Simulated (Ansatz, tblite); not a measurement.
# The cluster Sn₂O₆: one state, many levels

How do method and basis change the picture of the cluster Sn₂O₆ (singlet)?

Computed with Ansatz 0.2.0, Gaussian basis. Level: as each input shows.

Plan: GFN1-xTB, GFN2-xTB, PBE-D4/def2-TZVP, r2SCAN-D4/def2-TZVP, ωB97X-V/def2-TZVP, LC-ωPBE/def2-TZVP, CAM-B3LYP-D4/def2-TZVP, PBE-D4/def2-SVP, PBE0-D4/def2-SVP, PBE0-D4/def2-TZVPD, PBE-D4/def2-TZVPD, ωB97X-V/def2-TZVPD, CCSD(T)/def2-SVP, MP2/def2-TZVP, RPA/def2-TZVP.

4 further runs of the same task are left out: 1 that didn't finish, 3 set aside as unsound or not needed.

### 1 The relaxed structure

The singlet was relaxed beforehand with B3LYP-D4/def2-SVP. At that level it is the lowest of the isomers that a small search found.

8 atoms, charge 0, spin multiplicity 1.

Bond lengths: Sn1–O4 2.351 Å, Sn1–O6 2.013 Å, Sn1–O7 2.351 Å, Sn2–O4 2.288 Å, Sn2–O6 2.026 Å, Sn2–O7 2.288 Å, O3–O5 1.417 Å, O3–O8 1.416 Å, O4–O5 1.432 Å, O7–O8 1.432 Å. Angles: O4–Sn1–O6 75.6°, O4–Sn1–O7 69.3°, O6–Sn1–O7 75.6°, O4–Sn2–O6 76.8°, O4–Sn2–O7 71.5°, O6–Sn2–O7 76.8°, O5–O3–O8 109.3°, Sn1–O4–Sn2 85.2°, Sn1–O4–O5 114.7°, Sn2–O4–O5 110.2°, O3–O5–O4 107.0°, Sn1–O6–Sn2 102.1°, Sn1–O7–Sn2 85.2°, Sn1–O7–O8 114.7°, Sn2–O7–O8 110.2°, O3–O8–O7 107.0°.

Sn takes a core potential in the def2 sets. No spin-orbit coupling is included.

PBE0-D4/def2-TZVP was run before; its log isn't repeated, and its numbers join the tables.

### 2 GFN1-xTB

Tight binding, by tblite at 300 K electronic temperature and without a spin-polarisation term:

```python
tblite.interface.Calculator('GFN1-xTB', numbers, positions, charge=0, uhf=0).singlepoint()
```

Energy -896.0050 eV, HOMO -11.91 eV, LUMO -6.71 eV; 0.006 s.

### 3 GFN2-xTB

Tight binding, by tblite at 300 K electronic temperature and without a spin-polarisation term:

```python
tblite.interface.Calculator('GFN2-xTB', numbers, positions, charge=0, uhf=0).singlepoint()
```

Energy -774.0023 eV, HOMO -11.93 eV, LUMO -7.48 eV; 0.007 s.

### 4 PBE-D4/def2-TZVP

start.molden holds the orbitals of an earlier run on this state, given as this run's starting guess.

File in.yaml:

```yaml
crystal:
  periodic: [false, false, false]
  atoms:
    - {symbol: Sn, position_ang: [1.525190, 1.090724, -0.044135]}
    - {symbol: Sn, position_ang: [-0.339922, -0.649733, 1.786885]}
    - {symbol: O, position_ang: [-0.631041, -0.056465, -1.704839]}
    - {symbol: O, position_ang: [0.720122, -1.113068, -0.187104]}
    - {symbol: O, position_ang: [-0.241270, -1.331672, -1.225464]}
    - {symbol: O, position_ang: [1.321169, 0.507577, 1.871480]}
    - {symbol: O, position_ang: [-0.798916, 1.030679, 0.303856]}
    - {symbol: O, position_ang: [-1.555332, 0.521969, -0.800679]}
basis:
  gaussian: {orbitals: def2-TZVP, initial_orbitals: start.molden}
hamiltonian: {xc: pbe, dispersion: d4}
scf: {omitted_lower_state_checks: [starts]}
output: {forces: true, orbitals: {seedname: orbitals}}
```

Run with:

```sh
$ ansatz run in.yaml --threads 4 --pin off --events-out ev --progress --plain --max-ram 8704MiB
```

The runs that follow: r2SCAN-D4/def2-TZVP; ωB97X-V/def2-TZVP; LC-ωPBE/def2-TZVP; CAM-B3LYP-D4/def2-TZVP; PBE-D4/def2-SVP; PBE0-D4/def2-SVP; PBE0-D4/def2-TZVPD; PBE-D4/def2-TZVPD; ωB97X-V/def2-TZVPD; CCSD(T)/def2-SVP; MP2/def2-TZVP; RPA/def2-TZVP.

Q: Predict the results of all the runs planned. Wanted: gap in def2-TZVP, named functionals, smallest and largest; correlation energy, CCSD(T)/def2-SVP; correlation energy, MP2/def2-TZVP; binding an atom, functionals in def2-TZVP; PBE0 total energy, smallest basis above largest.

As calculated:

| quantity | value |
| --- | --- |
| gap in def2-TZVP, named functionals, smallest and largest | 3.40 eV (PBE-D4), 9.82 eV (LC-ωPBE) |
| correlation energy, CCSD(T)/def2-SVP | -37.89 eV |
| correlation energy, MP2/def2-TZVP | -55.94 eV |
| binding an atom, functionals in def2-TZVP | 2.92 (LC-ωPBE) to 3.38 eV (PBE-D4) |
| PBE0 total energy, smallest basis above largest | 15.63 eV (def2-SVP, def2-TZVPD) |

**Reading.** Over the named functionals in def2-TZVP the gap runs from 3.40 eV (PBE-D4) to 9.82 eV (LC-ωPBE); exact exchange widens it. Notes on CCSD(T)/def2-SVP: large T1 diagnostic.
